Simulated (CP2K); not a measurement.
# SnSe2: single point with r2SCAN+D3(BJ)

SnSe2:

```
Sn Se
1.0
     3.81100    0.00000    0.00000
    -1.90550    3.30042    0.00000
     0.00000    0.00000    6.13600
Sn Se
1 2
Direct
  0.00000 0.00000 0.00000
  0.66667 0.33333 0.75100
  0.33333 0.66667 0.24900
```

```
Program             : CP2K 2026.2
Task                : single point
Functional          : r2SCAN
Dispersion          : D3(BJ)
Potentials or basis : POTENTIAL_UZH Sn GTH-SCAN-q4, Se GTH-SCAN-q6; TZVP-MOLOPT-SCAN-GTH basis
Density cutoff      : 9184 eV
k mesh              : 8 × 8 × 5
Occupations         : fermi-dirac, width 0.05 eV
Spin                : no spin polarisation
```

The pressure is -1.4 GPa. The largest force is 0.011 eV/Å. The band gap on the k mesh is 0.97 eV, indirect (least direct gap 1.35 eV) and the mulliken charges are Sn +0.40; Se -0.20 e. The hirshfeld charges are Sn +0.23; Se -0.12 e.

Forces in eV/Å, atoms in the order of the input:
```
Sn   0.000  0.000  0.000
Se   0.000  0.000 -0.011
Se   0.000  0.000  0.011
```

Stress tensor (GPa, compression positive):
```
-2.02  0.00  0.00
 0.00 -2.02  0.00
 0.00  0.00 -0.13
```

Levels at points of the mesh, in eV from the valence-band top:
| k point | band 6 | band 7 | band 8 | band 9 | band 10 | band 11 |
| --- | --- | --- | --- | --- | --- | --- |
| (0.00, 0.00, 0.00) | -0.69 | -0.69 | 0.00 | 1.35 | 3.56 | 4.99 |
| (0.00, 0.50, 0.00) | -2.78 | -1.36 | -0.59 | 1.25 | 4.35 | 5.90 |

It took 28 s on 1 thread of Arm Neoverse V2, with other jobs on the host, peak memory 0.42 GiB.

Caveat: Mulliken charges move with the basis; spin-orbit coupling is left out, which moves the levels of the heavy elements; an odd mesh through Γ misses points on the zone boundary, where band edges often lie; the basis of atomic orbitals isn't converged, which shifts pressures, moduli and gaps.
